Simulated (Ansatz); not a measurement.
# C2H6BFO: basis-set convergence

How large a basis does C2H6BFO need? Two functionals are run in growing sets.

Program: Ansatz 0.2.0, Gaussian basis. Level of theory: one geometry, several basis sets. These are calculated values, not measurements.

Levels to be run: PBE0-D4/def2-SVP; ωB97M-V/def2-SVP; PBE0-D4/def2-QZVPP; ωB97M-V/def2-QZVPP; the functionals' def2-TZVPP values are taken from earlier runs.

### 1 The geometry

All runs share one geometry, relaxed beforehand with PBE0-D4 in a triple-zeta def2 set.

11 atoms, charge 0, spin multiplicity 1.

Atoms are counted from 1 here; the program's logs count them from 0.

Bond lengths: C1–O2 1.408 Å, C1–H6 1.092 Å, C1–H7 1.092 Å, C1–H8 1.093 Å, O2–B3 1.348 Å, B3–C4 1.569 Å, B3–F5 1.335 Å, C4–H9 1.094 Å, C4–H10 1.090 Å, C4–H11 1.094 Å. Angles: O2–C1–H6 109.0°, O2–C1–H7 108.9°, O2–C1–H8 112.4°, H6–C1–H7 108.6°, H6–C1–H8 108.9°, H7–C1–H8 108.9°, C1–O2–B3 123.8°, O2–B3–C4 126.0°, O2–B3–F5 114.4°, C4–B3–F5 119.6°, B3–C4–H9 111.5°, B3–C4–H10 111.3°, B3–C4–H11 111.4°, H9–C4–H10 108.1°, H9–C4–H11 106.4°, H10–C4–H11 108.0°.

### 2 PBE0-D4 in def2-SVP

in.yaml reads:

```yaml
crystal:
  periodic: [false, false, false]
  atoms:
    - {symbol: C, position_ang: [-1.364394, 0.711106, 0.538476]}
    - {symbol: O, position_ang: [-0.241034, 1.227789, -0.135297]}
    - {symbol: B, position_ang: [0.818583, 0.482667, -0.508872]}
    - {symbol: C, position_ang: [0.993226, -1.057861, -0.270558]}
    - {symbol: F, position_ang: [1.779226, 1.165201, -1.136042]}
    - {symbol: H, position_ang: [-1.458467, 1.207123, 1.506862]}
    - {symbol: H, position_ang: [-2.259069, 0.924278, -0.050042]}
    - {symbol: H, position_ang: [-1.294037, -0.367678, 0.698148]}
    - {symbol: H, position_ang: [0.947554, -1.307033, 0.794024]}
    - {symbol: H, position_ang: [1.947438, -1.412793, -0.660077]}
    - {symbol: H, position_ang: [0.196274, -1.629799, -0.756023]}
basis:
  gaussian: {orbitals: def2-SVP}
hamiltonian: {xc: pbe0, dispersion: d4}
output: {orbitals: {seedname: orbitals}}
```

Command:

```console
ansatz run in.yaml --threads 4 --pin off --events-out ev --progress --plain --max-ram 10444MiB
```

The runs that follow: ωB97M-V in def2-SVP; PBE0-D4 in def2-QZVPP; ωB97M-V in def2-QZVPP.

Q: Predict the results of all the runs planned. Wanted: PBE0-D4: double and triple zeta above quadruple; ωB97M-V: double and triple zeta above quadruple.

**Answer**, as computed:

| quantity | value |
| --- | --- |
| PBE0-D4: double and triple zeta above quadruple | 9.28, 0.42 eV |
| ωB97M-V: double and triple zeta above quadruple | 9.55, 0.41 eV |

For PBE0-D4 the step from double to triple zeta gains 8.85 eV and the next only 0.42 eV. These are total energies; as a rule much of such shifts cancels in differences, which this series doesn't test. The LUMO of ωB97M-V is positive and keeps falling with the basis (3.24 to 1.54 eV): an unbound level that the basis holds in place.
